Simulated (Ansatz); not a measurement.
# GaS3: the cost of one run

Computed with Ansatz 0.2.0 (DFT PBE, scalar-relativistic, plane waves, PAW, unless a step's input says otherwise).

1 further run of the same task is left out (it didn't finish).

## (1) The structure to begin with

It takes space group P-31m (No. 162, trigonal). The conventional cell has a = 5.904 Å, b = 5.904 Å, c = 6.107 Å, α = 90.00°, β = 90.00°, γ = 120.00°. Around Ga (site symmetry 32) lie 6 S at 2.34 Å. Around S (site symmetry m) lie 2 Ga at 2.34 Å.

As a file:

```cif
data_structure
_symmetry_space_group_name_H-M 'P 1'
_symmetry_Int_Tables_number 1
_cell_length_a 5.9040
_cell_length_b 5.9040
_cell_length_c 6.1075
_cell_angle_alpha 90.000
_cell_angle_beta 90.000
_cell_angle_gamma 120.000
_cell_volume 184.37
loop_
_atom_site_label
_atom_site_type_symbol
_atom_site_fract_x
_atom_site_fract_y
_atom_site_fract_z
_atom_site_occupancy
Ga1 Ga 0.66667 0.33333 0.00000 1
Ga2 Ga 0.33333 0.66667 0.00000 1
S1 S 0.64304 0.64304 0.77807 1
S2 S 0.35696 0.35696 0.22193 1
S3 S 0.00000 0.35696 0.77807 1
S4 S 0.35696 0.00000 0.77807 1
S5 S 0.64304 0.00000 0.22193 1
S6 S 0.00000 0.64304 0.22193 1
```

The cell is invented: species swapped into a database cell of TiCl3 (P-31m, No. 162), with Ga on the Ti sites and S on the Cl sites. Lengths come from tabulated atomic sizes and are only a guess.

## (2) A first look at the guess

File input.yaml:

```yaml
crystal:
  lattice:
    - [5.90397663, 0.0, 0.0]
    - [-2.95198831, 5.11299374, 0.0]
    - [0.0, 0.0, 6.10745589]
  atoms:
    - { symbol: Ga, position: [0.66666667, 0.33333333, 0.0] }
    - { symbol: Ga, position: [0.33333333, 0.66666667, 0.0] }
    - { symbol: S, position: [0.64303999, 0.64303999, 0.77807099] }
    - { symbol: S, position: [0.35696001, 0.35696001, 0.22192901] }
    - { symbol: S, position: [0.0, 0.35696001, 0.77807099] }
    - { symbol: S, position: [0.35696001, 0.0, 0.77807099] }
    - { symbol: S, position: [0.64303999, 0.0, 0.22192901] }
    - { symbol: S, position: [0.0, 0.64303999, 0.22192901] }
basis:
  ecutwfc: 420
kpoints:
  mp_grid: { grid: [3, 3, 4] }
hamiltonian:
  xc: pbe
scf:
  occupations: { method: gaussian, width: 0.1 }
  lower_state_search: "off"
output:
  forces: true
  stress: true
  eigenvalues: true
```

Run with:

```
> ansatz run input.yaml --threads 1 --pin off --max-ram 2560MiB --backend cpu --events-out ev --progress --plain --runs-dir out
```

What time and memory should one allow on 1 thread of Intel Xeon 6975P-C (Granite Rapids), shared host?

About 2.3 s, with a peak of 0.44 GiB.
